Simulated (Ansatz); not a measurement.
**SiH2O (oxosilane): HF/STO-3G**

Aim: the electronic atomisation energy of SiH2O (oxosilane) at HF/STO-3G, from 4 runs. 

The calculation is run with Ansatz 0.2.0.

50 further runs of the same task are left out: 50 set aside as unsound or not needed.

## (1) The system as given

SiH2O: 4 atoms, total charge 0, spin state singlet. As SMILES, `O=[SiH2]`. The coordinates come from a PBE0-D4/def2-TZVP relaxation.

Bond lengths: O1–Si2 1.516 Å, Si2–H3 1.485 Å, Si2–H4 1.486 Å. Angles: O1–Si2–H3 124.0°, O1–Si2–H4 124.0°, H3–Si2–H4 111.9°.

## (2) The energy at HF/STO-3G

File in.yaml:

```yaml
crystal:
  periodic: [false, false, false]
  atoms:
    - {symbol: O, position_ang: [-0.283200, 0.413500, 1.469500]}
    - {symbol: Si, position_ang: [-0.006700, 0.009800, 0.034900]}
    - {symbol: H, position_ang: [0.439900, -1.346000, -0.376200]}
    - {symbol: H, position_ang: [-0.150000, 0.922700, -1.128300]}
basis:
  gaussian: {orbitals: STO-3G}
hamiltonian: {xc: hf}
accuracy: high
output: {orbitals: {seedname: orbitals}}
```

Started as:

```sh
ansatz run in.yaml --threads 1 --pin off --max-ram 3480MiB --events-out events.jsonl --progress --plain --runs-dir runs
```

Log:

```text
Warning: RAYON_NUM_THREADS=1 ignored (pool sized by the plan → 1); use --threads N
Functional definition: HF
  name "HF"
  exchange = exact_x
  correlation = 0
267 factors; integrals over basis functions are off by at most 2.6e-8 eV
mean field evaluation 1: about -9804.6042 eV, gradient 3.3e1 eV
mean field evaluation 2: about -9804.6174 eV, gradient 3.3e1 eV
mean field evaluation 4: about -9809.8309 eV, gradient 2.8e0 eV
mean field evaluation 8: about -9809.8870 eV, gradient 2.5e-2 eV
mean field -9809.88397807 eV, -360.5065868158 hartree, gradient 4.3e-8 eV, S^2 0.000000; 0 other end points of the search recorded, 0 dependent functions left out
reference -9809.88397807 eV, -360.5065868158 hartree; 12, 12 occupied and 4, 4 virtual orbitals, 267 factors
Total energy: -9809.88397807 eV, -360.5065868158 hartree
```

It took 0.08 s on 1 thread of Arm Neoverse V2, shared host.

## (3) The H atom at the same level

File molecule.yaml:

```yaml
basis:
  gaussian: {orbitals: STO-3G}
crystal:
  periodic: [false, false, false]
  atoms:
    - {symbol: H, position_ang: [0.000000, 0.000000, 0.000000]}
magnetization: {spin_polarized: true, initial_magnetization: 1}
hamiltonian: {xc: hf}
accuracy: high
```

Started as:

```sh
ansatz run molecule.yaml --threads 1 --pin off --max-ram 3480MiB --events-out events.jsonl --progress --plain --runs-dir runs
```

Log:

```text
Warning: RAYON_NUM_THREADS=1 ignored (pool sized by the plan → 1); use --threads N
[... 4 set-up lines as earlier in the session ...]
1 factors; integrals over basis functions are off by at most 4.6e-10 eV
mean field evaluation 1: about -12.6963 eV, gradient 0.0e0 eV
mean field evaluation 2: about -12.6963 eV, gradient 0.0e0 eV
mean field -12.69633895 eV, -0.4665818504 hartree, gradient 0.0e0 eV, S^2 0.750000; 0 other end points of the search recorded, 0 dependent functions left out
reference -12.69633895 eV, -0.4665818504 hartree; 1, 0 occupied and 0, 1 virtual orbitals, 1 factors
Total energy: -12.69633895 eV, -0.4665818504 hartree
```

Wall time 0.04 s (1 thread of Arm Neoverse V2, shared host).

## (4) The O atom

File run.yaml:

```yaml
crystal:
  periodic: [false, false, false]
  atoms:
    - {symbol: O, position_ang: [0.000000, 0.000000, 0.000000]}
basis:
  gaussian:
    orbitals: STO-3G
hamiltonian:
  xc: hf
accuracy: high
magnetization:
  spin_polarized: true
  initial_magnetization: 2
```

Run the same way, it converges to -73.80415 Eh (log not shown).

## (5) The Si atom

File in.yaml:

```yaml
crystal:
  periodic: [false, false, false]
  atoms:
    - {symbol: Si, position_ang: [0.000000, 0.000000, 0.000000]}
basis:
  gaussian: {orbitals: STO-3G}
magnetization: {spin_polarized: true, initial_magnetization: 2}
hamiltonian: {xc: hf}
accuracy: high
```

Started as:

```sh
ansatz run in.yaml --threads 1 --pin off --max-ram 3480MiB --events-out events.jsonl --progress --plain --runs-dir runs
```

Log:

```text
Warning: RAYON_NUM_THREADS=1 ignored (pool sized by the plan → 1); use --threads N
[... 4 set-up lines as earlier in the session ...]
42 factors; integrals over basis functions are off by at most 2.5e-9 eV
mean field evaluation 1: about -7767.9286 eV, gradient 9.3e-1 eV
mean field evaluation 2: about -7767.9294 eV, gradient 9.3e-1 eV
mean field evaluation 4: about -7767.9315 eV, gradient 4.9e-6 eV
mean field evaluation 8: about -7767.9314 eV, gradient 2.1e-1 eV
mean field -7767.93148641 eV, -285.4662168327 hartree, gradient 2.1e-9 eV, S^2 2.000003; 0 other end points of the search recorded, 0 dependent functions left out
reference -7767.93148641 eV, -285.4662168327 hartree; 8, 6 occupied and 1, 3 virtual orbitals, 42 factors
Total energy: -7767.93148641 eV, -285.4662168327 hartree
```

Wall time 0.04 s (1 thread of Arm Neoverse V2, shared host).

## (6) What came out

Level: HF/STO-3G.

| quantity | value |
| --- | --- |
| molecule: total energy | -360.50659 Eh |
| molecule: HOMO energy | -7.97 eV |
| molecule: LUMO energy | 7.30 eV |
| molecule: HOMO–LUMO gap | 15.28 eV |
| H atom: total energy | -0.46658 Eh |
| H atom: ⟨S²⟩ | 0.750 |
| O atom: total energy | -73.80415 Eh |
| O atom: ⟨S²⟩ | 2.000 |
| Si atom: total energy | -285.46622 Eh |
| Si atom: ⟨S²⟩ | 2.000 |
| electronic atomisation energy | 8.247 eV |

**Reading.** Taking the molecule apart into free atoms costs 8.25 eV (190 kcal/mol), before zero-point energy and without spin-orbit coupling. Hartree–Fock lacks the correlation of the bonding pairs, which as a rule makes this value much too low; in minimal bases other errors can mask that. In a minimal basis such a difference can be off by several eV, whatever the method.
